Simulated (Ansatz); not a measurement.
## CH3ClSi, SMILES [SiH3][C]Cl: an atomisation energy, step by step

With the Ansatz DFT code, driven from Python.

Interactive session:
```pycon
>>> from collections import Counter
>>> import ansatz as az
>>> def energy_of(molecule, charge=0, unpaired=0):
...     calc = (
...         molecule.calculation()
...         .basis(gaussian="aug-cc-pVDZ")
...         .correlation("CCSD(T)")
...     )
...     if charge:
...         calc = calc.charge(charge)
...     if unpaired:
...         calc = calc.spin("collinear", total=unpaired)
...     report = calc.run().report
...     if report["published_state_doubts"]:
...         print("  doubts:", report["published_state_doubts"])
...     return report["free_energy_ev"]
...
>>> geometry_ang = [
...     ("Si", (-0.5509, 0.0067, -0.0301)),
...     ("C", (1.0612, -0.916, -0.218)),
...     ("Cl", (2.4134, 0.1634, 0.191)),
...     ("H", (-0.6947, 0.4659, 1.3595)),
...     ("H", (-1.6684, -0.887, -0.3686)),
...     ("H", (-0.5607, 1.1669, -0.9337)),
... ]
>>> ch3clsi = az.Crystal.molecule()
>>> for symbol, xyz in geometry_ang:
...     ch3clsi = ch3clsi.atom(symbol, xyz)
...
>>> # unpaired electrons of the ground-state atoms
>>> unpaired = {"Si": 2, "C": 2, "Cl": 1, "H": 1}
>>> counts = Counter(site.symbol for site in ch3clsi.cartesian_sites)
>>> atom_energy = {s: energy_of(az.Crystal.molecule().atom(s, (0, 0, 0)), 0, unpaired[s]) for s in counts}
>>> whole = energy_of(ch3clsi, 0, 2)
>>> for s, e in atom_energy.items():
...     print(f"{s:2s} x{counts[s]}  {e:14.5f} eV")
...
Si x1     -7861.86759 eV
C  x1     -1027.63434 eV
Cl x1    -12506.68566 eV
H  x3       -13.58758 eV
>>> print(f"CH3ClSi: {whole:.5f} eV")
CH3ClSi: -21452.30970 eV
>>> split = sum(counts[s] * e for s, e in atom_energy.items()) - whole
>>> print(f"atomisation energy (no zero-point term): {23.060548 * split:.1f} kcal/mol, {split / sum(counts.values()):.3f} eV an atom")
atomisation energy (no zero-point term): 354.2 kcal/mol, 2.560 eV an atom
```

354.2 kcal/mol from the electronic energies, without the zero-point term.

What to keep in mind:
- Total energies depend on the basis set; only differences at equal settings carry meaning.
- The geometry is a force-field or estimated start, not a minimum of this method, and the basis set is short of its limit. All parts are taken at fixed geometry, without zero-point energy.
- The species is open-shell (spin multiplicity 3).
- In double-zeta sets correlated atomisation energies come out some 10 to 15 % low.
- For Al to Cl the sets with a tight d function, cc-pV(X+d)Z, are usual.
- Finished in 33 s on 1 thread of Arm Neoverse V1 (shared host), peak memory 0.82 GiB.
